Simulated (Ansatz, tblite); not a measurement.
# Cd(OH)2 (CdH2O2): charged states by level of theory

An exercise on one series of results from a longer session: the logs are not shown, and one member is left open.

The runs use Ansatz 0.2.0, Gaussian basis; as each input shows.

Levels to be run: charge +1 doublet, at the geometry of the singlet (PBE0-D4/def2-TZVP, PBE-D4/def2-TZVP, r2SCAN-D4/def2-TZVP, CCSD(T)/def2-TZVPP); the starting singlet's energies come from earlier runs.

1 further run of the same task is left out (set aside as unsound or not needed).

## The geometry

The singlet was relaxed beforehand with PBE0-D4/def2-TZVP.

5 atoms, charge 0, spin multiplicity 1.

Atoms are counted from 1 here; the program's logs count them from 0.

Bond lengths: Cd1–O2 1.957 Å, Cd1–O4 1.957 Å, O2–H3 0.960 Å, O4–H5 0.960 Å. Angles: O2–Cd1–O4 174.8°, Cd1–O2–H3 112.4°, Cd1–O4–H5 112.4°.

Cd takes a core potential in the def2 sets. No spin-orbit coupling is included.

The first run:

in.yaml

```yaml
crystal:
  periodic: [false, false, false]
  atoms:
    - {symbol: Cd, position_ang: [-0.156358, -0.077756, 0.002427]}
    - {symbol: O, position_ang: [-0.285620, 0.042766, 1.951857]}
    - {symbol: H, position_ang: [-0.021120, 0.903601, 2.283963]}
    - {symbol: O, position_ang: [-0.186953, -0.277037, -1.944614]}
    - {symbol: H, position_ang: [0.650050, -0.591565, -2.293633]}
basis:
  gaussian: {orbitals: def2-TZVP}
total_charge: 1
magnetization: {spin_polarized: true, initial_magnetization: 1}
hamiltonian: {xc: pbe0, dispersion: d4}
output: {orbitals: {seedname: orbitals}}
```

Started as:

```sh
$ ansatz run in.yaml --threads 4 --pin off --events-out ev --progress --plain --max-ram 3916MiB
```

Steps of the session up to this table: Charge +1 doublet at the fixed geometry, PBE0-D4/def2-TZVP; Charge +1 doublet at the fixed geometry, PBE-D4/def2-TZVP; Charge +1 doublet at the fixed geometry, r2SCAN-D4/def2-TZVP; Charge +1 doublet at the fixed geometry, CCSD(T)/def2-TZVPP.

One table of the session follows, with a row left open; its other results are not shown here.

It belongs to the step «Vertical ionisation energy». 

| method | vertical ionisation energy (eV) |
| --- | --- |
| HF/def2-TZVPP | 8.87 |
| PBE-D4/def2-TZVP | 9.93 |
| r2SCAN-D4/def2-TZVP | ? |
| PBE0-D4/def2-TZVP | 10.35 |
| MP2/def2-TZVPP | 10.95 |
| CCSD/def2-TZVPP | 10.51 |
| CCSD(T)/def2-TZVPP | 10.62 |

**Question.** Estimate the row for r2SCAN-D4/def2-TZVP.

As computed: vertical ionisation energy (eV): 10.03. In the column «vertical ionisation energy (eV)» it lies between PBE-D4/def2-TZVP (9.93) and PBE0-D4/def2-TZVP (10.35).
